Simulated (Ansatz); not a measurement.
# C started on an N site and an N vacancy in zincblende AlN, 15 atoms, charge +1

Wanted: the effect of changed settings on energy, forces, pressure and convergence.

Method: density functional theory in Ansatz 0.2.0, PAW datasets, plane waves.

1 further run of the same task is left out (it didn't finish).

**1. Starting point**

15 atoms (8 Al, 6 N, 1 C); a = 6.191 Å, b = 6.191 Å, c = 6.191 Å, α = 60.00°, β = 60.00°, γ = 60.00°. All atoms were shaken off their sites by about 0.10 Å along each axis. Defect site 1: (0.625, 0.625, 0.625). Defect site 2: (0.125, 0.125, 0.625). Starting moments add up to 3 μB.

Structure file:

```
CELL_PARAMETERS angstrom
0.00000 4.37772 4.37772
4.37772 0.00000 4.37772
4.37772 4.37772 0.00000
ATOMIC_POSITIONS crystal
Al 0.01673 0.01015 0.00098
Al 0.50727 0.49225 0.49273
Al 0.97139 0.03083 0.48868
Al 0.47435 0.51737 0.01110
Al 0.02048 0.49891 0.00784
Al 0.48876 0.95536 0.52702
Al 0.47996 0.02991 0.99072
Al 0.97746 0.50271 0.51559
N 0.12445 0.10871 0.14118
N 0.63709 0.64603 0.12272
N 0.14310 0.60097 0.13492
N 0.60363 0.14566 0.63653
N 0.61995 0.14219 0.13779
N 0.13173 0.63828 0.63007
C 0.63632 0.63753 0.59140
```

**2. Single point with PBEsol**

in.yaml reads:

```yaml
crystal:
  lattice:
    - [0.000000, 4.377722, 4.377722]
    - [4.377722, 0.000000, 4.377722]
    - [4.377722, 4.377722, 0.000000]
  atoms:
    - { symbol: Al, position: [0.016730, 0.010154, 0.000983], spin: 0.429 }
    - { symbol: Al, position: [0.507268, 0.492254, 0.492730], spin: 0.429 }
    - { symbol: Al, position: [0.971394, 0.030825, 0.488676], spin: 0.429 }
    - { symbol: Al, position: [0.474350, 0.517367, 0.011103], spin: 0.429 }
    - { symbol: Al, position: [0.020477, 0.498906, 0.007839] }
    - { symbol: Al, position: [0.488759, 0.955359, 0.527021], spin: 0.429 }
    - { symbol: Al, position: [0.479962, 0.029907, 0.990722] }
    - { symbol: Al, position: [0.977463, 0.502707, 0.515588], spin: 0.429 }
    - { symbol: N, position: [0.124452, 0.108712, 0.141182] }
    - { symbol: N, position: [0.637093, 0.646032, 0.122723] }
    - { symbol: N, position: [0.143101, 0.600972, 0.134924] }
    - { symbol: N, position: [0.603632, 0.145661, 0.636534] }
    - { symbol: N, position: [0.619947, 0.142185, 0.137792] }
    - { symbol: N, position: [0.131735, 0.638281, 0.630069] }
    - { symbol: C, position: [0.636323, 0.637530, 0.591400], spin: 0.429 }
kpoints:
  mp_grid: { grid: [2, 2, 2], shift: [0.5, 0.5, 0.5] }
hamiltonian:
  xc: pbesol
total_charge: 1
magnetization:
  spin_polarized: true
scf:
  occupations: { method: fermi_dirac, width: 0.01 }
output:
  forces: true
  eigenvalues: true
  populations: true
  charged_corrections: { epsilon: 8.5 }
```

Run with:

```sh
$ ansatz run in.yaml --threads 8 --pin off --max-ram 13300MiB --runs-dir r --events-out ev --progress --plain
```

**3. Changed settings: dispersion rVV10**

Changes to in.yaml since step 2:

```diff
@@ -25,2 +25,3 @@
   xc: pbesol
+  dispersion: rvv10
 total_charge: 1
@@ -30,2 +31,3 @@
   occupations: { method: fermi_dirac, width: 0.01 }
+  max_iter: 90
 output:
@@ -33,3 +35,6 @@
   eigenvalues: true
-  populations: true
-  charged_corrections: { epsilon: 8.5 }
+  stress: true
+  write_density: true
+  write_potential: true
+  elf: true
+  volumetric_format: npy
```

**4. Variant: density cutoff ratio 1, accuracy high**

Changes to in.yaml since step 3:

```diff
@@ -1 +1,2 @@
+accuracy: high
 crystal:
@@ -23,5 +24,5 @@
   mp_grid: { grid: [2, 2, 2], shift: [0.5, 0.5, 0.5] }
+basis: { ecutrho_ratio: 1 }
 hamiltonian:
   xc: pbesol
-  dispersion: rvv10
 total_charge: 1
@@ -31,3 +32,3 @@
   occupations: { method: fermi_dirac, width: 0.01 }
-  max_iter: 90
+  max_iter: 80
 output:
@@ -36,5 +37 @@
   stress: true
-  write_density: true
-  write_potential: true
-  elf: true
-  volumetric_format: npy
```

**5. Run again with density cutoff ratio 6, mixing beta 1.5**

Changes to in.yaml since step 4:

```diff
@@ -1,2 +1 @@
-accuracy: high
 crystal:
@@ -24,3 +23,3 @@
   mp_grid: { grid: [2, 2, 2], shift: [0.5, 0.5, 0.5] }
-basis: { ecutrho_ratio: 1 }
+basis: { ecutrho_ratio: 6 }
 hamiltonian:
@@ -32,3 +31,4 @@
   occupations: { method: fermi_dirac, width: 0.01 }
-  max_iter: 80
+  max_iter: 90
+  mixing: { beta: 1.5 }
 output:
@@ -37 +37,5 @@
   stress: true
+  write_density: true
+  write_potential: true
+  elf: true
+  volumetric_format: npy
```

**6. Run again with occupations fixed, smearing width 0.03 eV**

Changes to in.yaml since step 5:

```diff
@@ -23,3 +23,2 @@
   mp_grid: { grid: [2, 2, 2], shift: [0.5, 0.5, 0.5] }
-basis: { ecutrho_ratio: 6 }
 hamiltonian:
@@ -30,5 +29,4 @@
 scf:
-  occupations: { method: fermi_dirac, width: 0.01 }
-  max_iter: 90
-  mixing: { beta: 1.5 }
+  occupations: { method: fixed, width: 0.03 }
+  max_iter: 100
 output:
```

**7. Changed settings: 0 extra bands, functional RPBE**

Changes to in.yaml since step 6:

```diff
@@ -24,3 +24,3 @@
 hamiltonian:
-  xc: pbesol
+  xc: rpbe
 total_charge: 1
@@ -29,4 +29,5 @@
 scf:
-  occupations: { method: fixed, width: 0.03 }
-  max_iter: 100
+  occupations: { method: fermi_dirac, width: 0.01 }
+  max_iter: 70
+  n_extra_bands: 0
 output:
@@ -35,5 +36 @@
   stress: true
-  write_density: true
-  write_potential: true
-  elf: true
-  volumetric_format: npy
```

What does the calculation give? Wanted: for each run, settings; status; energy from base; forces from base.

The runs gave:

| settings | status | cycles | time | energy from base (meV/atom) | forces from base (eV/Å rms) | filled to empty level on the mesh (eV) |
| --- | --- | --- | --- | --- | --- | --- |
| base | converged | 20 | 1.4 s (8 CPU threads) | 0 | 0 | 0.08 |
| dispersion rVV10 | refused | - | 0.1 s (8 CPU threads) | - | - | - |
| density cutoff ratio 1, accuracy high | converged, settings too loose | 20 | 1.2 s (8 CPU threads) | +4.4 | 0.033 | 0.08 |
| density cutoff ratio 6, mixing beta 1.5 | refused | - | 0.1 s (8 CPU threads) | - | - | - |
| occupations fixed, smearing width 0.03 eV | refused | - | 0.1 s (8 CPU threads) | - | - | - |
| 0 extra bands, functional RPBE | refused | - | 0.1 s (8 CPU threads) | - | - | - |

**Reading.** Among these variants the forces move most with density cutoff ratio 1, accuracy high (0.033 eV/Å rms). 4 of 5 variants gave no result: dispersion rVV10 (refused); density cutoff ratio 6, mixing beta 1.5 (refused); occupations fixed, smearing width 0.03 eV (refused).
